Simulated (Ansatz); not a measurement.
**C₂H₄SSi: a ladder of functionals and wavefunction methods**

Aim: compute C₂H₄SSi with functionals from several rungs and with coupled cluster, and see how far each lands from CCSD(T) at the basis-set limit for the atomisation energy.

Method: functionals in def2-TZVPP, the program's frozen cores in correlated methods; program: Ansatz 0.2.0, Gaussian basis.

The runs, in order: LDA (SPW92), PBE-D4, revPBE-D4, BLYP-D4, r2SCAN-D4, B97M-V, PBE0-D4, B3LYP-D4, r2SCANh-D4, r2SCAN0-D4, HSE06-D4, BHLYP-D4, CAM-B3LYP-D4, LC-ωPBE, ωB97X-V, ωB97M-V, B2PLYP, PBE-QIDH; CCSD(T)/def2-SVP; CCSD(T)/def2-TZVPP; MP2/def2-QZVPP; extrapolation to the limit; RPA on PBE.

**1. The relaxed structure**

The geometry comes from an earlier relaxation with PBE0-D4 in a triple-zeta def2 set; it is a stationary point, not always the lowest conformer.

SMILES `S[SiH]1C=C1`, 8 atoms, charge 0, spin multiplicity 1.

Atoms are counted from 1 here; the program's logs count them from 0.

Bond lengths: S1–Si2 2.131 Å, S1–H5 1.343 Å, Si2–C3 1.794 Å, Si2–C4 1.794 Å, Si2–H6 1.480 Å, C3–C4 1.341 Å, C3–H7 1.084 Å, C4–H8 1.084 Å. Angles: Si2–S1–H5 93.3°, S1–Si2–C3 121.8°, S1–Si2–C4 121.8°, S1–Si2–H6 108.8°, C3–Si2–C4 43.9°, C3–Si2–H6 123.6°, C4–Si2–H6 123.6°, Si2–C3–C4 68.1°, Si2–C3–H7 157.3°, C4–C3–H7 134.6°, Si2–C4–C3 68.0°, Si2–C4–H8 157.3°, C3–C4–H8 134.6°.

**2. LDA**

This LDA is Slater exchange with PW92 correlation.

in.yaml reads:

```yaml
crystal:
  periodic: [false, false, false]
  atoms:
    - {symbol: S, position_ang: [-1.231114, 0.956564, -1.658504]}
    - {symbol: Si, position_ang: [-0.140393, 0.470007, 0.105984]}
    - {symbol: C, position_ang: [1.185235, -0.738063, 0.093879]}
    - {symbol: C, position_ang: [0.067572, -1.226012, 0.651366]}
    - {symbol: H, position_ang: [-1.550172, 2.184129, -1.217523]}
    - {symbol: H, position_ang: [-0.185937, 1.626182, 1.028378]}
    - {symbol: H, position_ang: [2.166154, -1.144200, -0.125052]}
    - {symbol: H, position_ang: [-0.219244, -2.185806, 1.065672]}
basis:
  gaussian: {orbitals: def2-TZVPP}
hamiltonian: {xc: lda}
output: {orbitals: {seedname: orbitals}}
```

On the command line:

```sh
$ ansatz run in.yaml --threads 2 --pin off --events-out ev --progress --plain --max-ram 4352MiB
```

Further steps of the session: PBE-D4 (GGA); revPBE-D4 (GGA); BLYP-D4 (GGA); r2SCAN-D4 (meta-GGA); B97M-V (meta-GGA); B3LYP-D4 (hybrid); r2SCANh-D4 (hybrid); r2SCAN0-D4 (hybrid); HSE06-D4 (hybrid); BHLYP-D4 (hybrid); CAM-B3LYP-D4 (range-separated); LC-ωPBE (range-separated); ωB97X-V (range-separated); ωB97M-V (range-separated); B2PLYP (double hybrid); PBE-QIDH (double hybrid); CCSD(T) in def2-SVP; CCSD(T) in def2-TZVPP; MP2 in def2-QZVPP; RPA on PBE orbitals.

Q: Predict the results of all the runs planned. Wanted: atomisation energy, CCSD(T)/CBS; farthest beyond LDA; mean size of error, GGA; mean size of error, meta-GGA; mean size of error, hybrid; mean size of error, range-separated; mean size of error, double hybrid; gap, smallest and largest; T1 diagnostic.

As calculated:

```
                               quantity                                                             value
        atomisation energy, CCSD(T)/CBS                                                    699.2 kcal/mol
functionals within 3.5 kcal/mol (0.5 %)  revPBE-D4, B3LYP-D4, r2SCANh-D4, CAM-B3LYP-D4, LC-ωPBE, PBE-QIDH
                    farthest beyond LDA                                         BHLYP-D4 (-21.5 kcal/mol)
                mean size of error, GGA                                                      7.2 kcal/mol
           mean size of error, meta-GGA                                                      7.2 kcal/mol
             mean size of error, hybrid                                                      6.9 kcal/mol
    mean size of error, range-separated                                                      3.5 kcal/mol
      mean size of error, double hybrid                                                      4.9 kcal/mol
              gap, smallest and largest                         4.21 eV (LDA (SPW92)), 11.60 eV (LC-ωPBE)
                          T1 diagnostic                                                            0.0121
triples share of the correlation energy                                                             4.7 %
```

In words: The LDA atomisation energy is off by 103.6 kcal/mol (15 %): it overbinds. PBE-D4 is off by +17.1 kcal/mol. Double hybrids carry the basis error of their MP2 part in triple zeta, and no dispersion term here, so their miss is partly the set-up's. By mean error the best rung here is range-separated (3.5 kcal/mol) and the worst beyond LDA is GGA (7.2 kcal/mol). The gap between the best rungs is small, so their order is not settled. Misses under about 3.5 kcal/mol are within the doubt on the reference itself, which lacks core-valence correlation, relativity and higher excitations. Hartree-Fock recovers 72 % of the binding; the rest is correlation. CCSD(T) in def2-SVP is off by -46.4 kcal/mol, worse than the median functional, from the basis alone. Orbital gaps span 4.2 to 11.6 eV; exact exchange widens them.
